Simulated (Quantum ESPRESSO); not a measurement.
PtSe:

```
CELL_PARAMETERS angstrom
0.00000 3.03745 3.03745
3.03745 0.00000 3.03745
3.03745 3.03745 0.00000
ATOMIC_POSITIONS crystal
Pt 0.00000 0.00000 0.00000
Se 0.25000 0.25000 0.25000
```

The cell comes from a database or a generator and needn't be the stable form of this composition.

- Program: Quantum ESPRESSO 7.5
- Task: phonons
- Functional: PBE
- Dispersion: D2
- Potentials or basis: JTH 2.0 PBE
- Cutoff: 707 eV
- Density cutoff: 4245 eV
- k mesh: 4 × 4 × 4, shifted
- Occupations: fermi-dirac, width 0.05 eV
- Spin: no spin polarisation
- Mixing beta: 0.5
- Most SCF iterations: 120
- SCF threshold: 4e-10 Ry

The cell and the atoms were relaxed first, to 21.41 Å³/atom (a = 3.927 Å, b = 3.927 Å, c = 3.927 Å, α = 60.00°, β = 60.00°, γ = 60.00°), and the response was taken there.

Q: Which optical modes does the crystal have at the zone centre, and which show in infrared and Raman spectra?

A: The optical modes are T2. Infrared active: T2. Raman active: T2.

Optical modes at Γ, degenerate ones joined:
| cm⁻¹ | components | symmetry | active in |
| --- | --- | --- | --- |
| 216 | 3 | T2 | IR and Raman |

Caveat: the k mesh is coarse (spacing up to 0.45 Å⁻¹), so the values aren't converged; the mesh is thin for the phonons of a metal; the volume moved by over 15 % at a fixed basis, so the end points are rough; pairwise dispersion overbinds metals, which lowers pressure and volume.
